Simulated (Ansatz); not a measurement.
I need a test of the smearing width of ScCl, space group R-3m. Use Ansatz's Python interface. Settings (first run): r2SCAN, PAW, cutoff 550 eV, 8×8×8 k-points, Methfessel-Paxton smearing of 0.25 eV. The script varies width (eV): 0.25, 0.15, 0.1, 0.05, 0.025.

```
Sc Cl
1.0
     1.73650    1.00257    8.90333
    -1.73650    1.00257    8.90333
     0.00000   -2.00514    8.90333
Sc Cl
2 2
Cartesian
  0.0000 0.0000 5.7079
  0.0000 0.0000 21.0021
  0.0000 0.0000 10.4543
  0.0000 0.0000 16.2557
```

Script `smear_sccl.py`:
```python
"""How the energy of ScCl depends on the smearing."""

import ansatz as az
from tabulate import tabulate

lattice = az.Lattice.of(
    [1.7365, 1.002569, 8.903333],
    [-1.7365, 1.002569, 8.903333],
    [0.0, -2.005137, 8.903333],
)
sites = [
    ("Sc", [0.2137, 0.2137, 0.2137]),
    ("Sc", [0.7863, 0.7863, 0.7863]),
    ("Cl", [0.3914, 0.3914, 0.3914]),
    ("Cl", [0.6086, 0.6086, 0.6086]),
]
cell = az.Crystal(lattice=lattice)
for symbol, position in sites:
    cell = cell.atom(symbol, position)

calculation = cell.calculation()
calculation = calculation.functional("r2SCAN")
calculation = calculation.basis(550)
calculation = calculation.kpoints(8)

rows = []
for value in [0.25, 0.15, 0.1, 0.05, 0.025]:
    rep = calculation.occupations("methfessel_paxton", width=value).run(threads=1, backend="cpu").report
    rows.append((value, rep["free_energy_ev"] / len(rep["lattice"]["sites"]), rep["n_iterations"], rep["n_kpoints"]))

print(tabulate(rows, headers=["width (eV)", "F/atom (eV)", "iterations", "k-points"], floatfmt=".4f", tablefmt="github"))

# differences from the last row
for row in rows[:-1]:
    shift = 1000 * (row[1] - rows[-1][1])
    print(f"{row[0]}: {shift:+.2f} meV/atom" + ("  (within 1 meV)" if abs(shift) < 1 else ""))
```

Running `python smear_sccl.py` prints:
```text
|   width (eV) |   F/atom (eV) |   iterations |   k-points |
|--------------|---------------|--------------|------------|
|       0.2500 |    -1613.6881 |            8 |         65 |
|       0.1500 |    -1613.6831 |            8 |         65 |
|       0.1000 |    -1613.6815 |            8 |         65 |
|       0.0500 |    -1613.6809 |            8 |         65 |
|       0.0250 |    -1613.6811 |            8 |         65 |
0.25: -6.99 meV/atom
0.15: -2.04 meV/atom
0.1: -0.47 meV/atom  (within 1 meV)
0.05: +0.13 meV/atom  (within 1 meV)
```

Going from 0.025 to 0.25 eV changes F by -7.0 meV an atom. This scheme is built to cancel the term in the square of the width, but that needs a smooth density of states and a fine mesh, and here a sizeable shift remains.

Reading the output:
- The run is spin-unpolarised.
- For a metal this k-point mesh is coarse: on a finer one energies can move by several to tens of meV an atom and pressures by half a GPa or more, differences at one mesh by less.
- The free energy holds a sizeable smearing term, which stands for no physical temperature.
- The narrowest width needs the finest mesh, so the last row is no converged reference.
- The starting cell is as deposited in a crystallographic database; the results hold for this polymorph, which needn't be the stable one.
- Timing: 79 s on 1 thread of Arm Neoverse V2, on a shared host, peak memory 0.67 GiB.
